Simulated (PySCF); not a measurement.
# TcO₃Br: singlet, from a see-saw (ligand arrangement 2) start

The task is one start of a wider search on TcO₃Br: the singlet, from a see-saw (ligand arrangement 2) start. It is relaxed, tested by its Hessian and followed downhill if it is a saddle.

Method: PBE0, basis Tc def2-SVP with ECP28, O def2-SVP, Br def2-SVP, scalar-relativistic core potentials, no spin–orbit coupling, density fitting; program: PySCF 2.14.0.

## Step 1: The system as given

5 atoms, charge 0, spin multiplicity 1.

Bond lengths: Tc1–O2 1.770 Å, Tc1–O3 1.770 Å, Tc1–O4 1.770 Å, Tc1–Br5 2.420 Å. Angles: O2–Tc1–O3 170.0°, O2–Tc1–O4 86.9°, O2–Tc1–Br5 86.9°, O3–Tc1–O4 86.9°, O3–Tc1–Br5 86.9°, O4–Tc1–Br5 104.0°.

Z-matrix (Å, degrees; charge 0 multiplicity 1):
```
Tc
O  1 1.7700
O  1 1.7700 2 170.00
O  1 1.7700 2 86.92 3 52.11
Br 1 2.4200 2 86.92 3 -52.11
```

## Step 2: See-saw (ligand arrangement 2) start, singlet: relaxation

One driver script runs all steps and calls PySCF; scf.py shows how it sets up the SCF of each step. The optimiser is the driver's own. Before each start the driver seeks the lowest SCF state from one or more starting densities and follows internal instabilities, so scf.py alone need not reach the same state.

The program finds Cs symmetry in the start, which this walk keeps. The walk stops when the largest gradient is under 0.0003 Eh/bohr and the energy has settled too.

scf.py reads:

```python
from pyscf import gto, scf, dft
mol = gto.M(atom='''
Tc    -0.567678     0.000000    -0.619751
O     -0.567678     1.763300    -0.465451
O     -0.567678    -1.763300    -0.465451
O     -1.962478     0.000000     0.469949
Br     1.339322     0.000000     0.870149''',
    basis={'Tc': 'def2-SVP', 'O': 'def2-SVP', 'Br': 'def2-SVP'},
    ecp={'Tc': 'def2-SVP'},
    charge=0, spin=0)
mf = dft.RKS(mol, xc='PBE0')
mf.grids.atom_grid = (50, 194)
aux = {'Tc': 'def2-universal-JKFIT', 'O': 'def2-universal-JKFIT', 'Br': 'def2-universal-JKFIT'}
mf = mf.density_fit(auxbasis=aux)
mf.kernel()
```

The runs that follow: Frequencies.

Q: Predict the outcome of this session. Wanted: minimum; geometry; wavenumbers; dipole moment; highest occupied, lowest empty level; polar-tensor charge of Tc1; zero-point energy; atomisation energy.

**Answer**, as computed:

| quantity | value |
| --- | --- |
| minimum | singlet, C3v |
| geometry | Tc–Br 2.376 Å, Tc–O 1.660 Å (×3); Br–Tc–O 109.0° (×3), O–Tc–O 110.0° (×3) |
| wavenumbers (cm⁻¹) | 179 (e), 254 (a1), 353 (e), 384 (a1), 1047 (e), 1060 (a1) |
| dipole moment | 1.47 D |
| highest occupied, lowest empty level | -9.60, -4.07 eV |
| polar-tensor charge of Tc1 | +2.01 e |
| zero-point energy | 29.1 kJ/mol |
| entropy at 298.15 K | 327.1 J/(mol K) |
| atomisation energy (no zero-point energy) | 1913 kJ/mol |

What this shows: From Cs at the start the molecule goes to a C3v minimum. In the infrared the band at 1047 cm⁻¹ (e, stretch) leads. Only this shape and spin were tried, so other structures or states may lie lower.
